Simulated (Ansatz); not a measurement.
# TaO+ (quintet): the correlation ladder, def2-TZVPP

An exercise on one series of results from a longer session: the logs are not shown, and one member is left open.

The runs use Ansatz 0.2.0, Gaussian basis; def2-TZVPP, core rule «outside noble gas», up to 5 orbitals frozen.

To be run: UHF; ROHF; CCSD(T) on UHF.

## What is computed

The geometry is a PBE0/def2-TZVP stationary point (not a proven minimum) of the parent state, kept for this charge and spin. No spin-orbit coupling is included. Elements past krypton take def2 core potentials.

2 atoms, charge 1, spin multiplicity 5.

Atoms are counted from 1 here; the program's logs count them from 0.

Bond lengths: Ta1–O2 1.699 Å.

Set-up of the first run:

in.yaml reads:

```yaml
crystal:
  periodic: [false, false, false]
  atoms:
    - {symbol: Ta, position_ang: [0.000000, 0.000000, 0.000000]}
    - {symbol: O, position_ang: [0.000000, 0.000000, 1.698600]}
basis:
  gaussian: {orbitals: def2-TZVPP}
total_charge: 1
magnetization: {spin_polarized: true, initial_magnetization: 4}
hamiltonian: {xc: hf}
output: {orbitals: {seedname: orbitals}}
```

Launch:

```console
> ansatz run in.yaml --threads 1 --pin off --events-out ev --progress --plain --max-ram 4096MiB --backend cpu
```

Steps of the session up to this table: UHF; ROHF; CCSD(T) on UHF.

One of the session's tables, all rows but one given; the rest of the session is left out.

```
  method  from UCCSD(T) (meV)
    ROHF                    ?
     UHF              +7386.4
    UMP2               +668.8
   UCCSD               +292.7
UCCSD(T)                    0
```

**Question.** Estimate the row for ROHF.

The run gave: from UCCSD(T) (meV): +7600.8. In the column «from UCCSD(T) (meV)» it is the highest.
